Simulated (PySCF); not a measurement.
# Cl2F2Si: the cost of one run

Program: PySCF 2.14.0. Level of theory: levels as typed in each script, gas phase, geometry from GFN2-xTB. These are calculated values, not measurements.

### 1 The starting structure

5 atoms, charge 0, spin multiplicity 1.

Bond lengths: F1–Si2 1.595 Å, Si2–F3 1.595 Å, Si2–Cl4 1.973 Å, Si2–Cl5 1.973 Å. Angles: F1–Si2–F3 100.3°, F1–Si2–Cl4 109.6°, F1–Si2–Cl5 109.6°, F3–Si2–Cl4 109.6°, F3–Si2–Cl5 109.6°, Cl4–Si2–Cl5 117.0°.

Geometry (Å):

```xyz
5
Cl2F2Si
F    -0.0001   -1.2745   -1.2250
Si    0.0000   -0.2525   -0.0001
F     0.0001   -1.2745    1.2251
Cl   -1.6825    0.7787    0.0001
Cl    1.6824    0.7787   -0.0001
```

### 2 Density, bond paths and surface potential (PBE/def2-tzvp)

Contents of input.py:

```python
import numpy as np
from pyscf import gto, scf, dft
from pyscf.scf import atom_ks, atom_hf
from scipy.linalg import block_diag

def solve(mol, dm0=None, hcore=None):
    mf = (dft.UKS if mol.spin else dft.RKS)(mol, xc='pbe')
    mf.grids.level = 3
    mf = mf.density_fit(auxbasis='def2-universal-jkfit')
    mf.conv_tol, mf.max_cycle = 1e-8, 80
    if hcore is not None:
        mf.get_hcore = lambda *args: hcore
    mf.kernel(dm0)
    if not mf.converged:
        mf = mf.newton().run(mf.mo_coeff, mf.mo_occ, max_cycle=30)
    assert mf.converged, 'SCF not converged'
    return mf

mol = gto.M(atom='''
F     -0.00015    -1.27449    -1.22502
Si     0.00003    -0.25247    -0.00005
F      0.00014    -1.27447     1.22507
Cl    -1.68245     0.77868     0.00006
Cl     1.68243     0.77869    -0.00005
''', basis='def2-tzvp', charge=0, spin=0, verbose=4)
mf = solve(mol)
mf.analyze()
# spherically averaged free atoms, for the promolecule
atm = atom_ks.get_atm_nrks(mol, xc='pbe')
pro = block_diag(*[(atm[a[0]][2] * atm[a[0]][3]) @ atm[a[0]][2].T for a in mol._atom])
np.savez('result.npz', e=mf.e_tot, c=mf.mo_coeff, occ=mf.mo_occ, eps=mf.mo_energy, pro=pro, dip=mf.dip_moment(verbose=0), s2=mf.spin_square()[0])
```

Run with:

```
$ OMP_NUM_THREADS=1 python input.py
```

Q: Estimate wall time and peak memory on 1 thread of Arm Neoverse V2, shared host.

About 19 s, with a peak of 0.57 GiB.
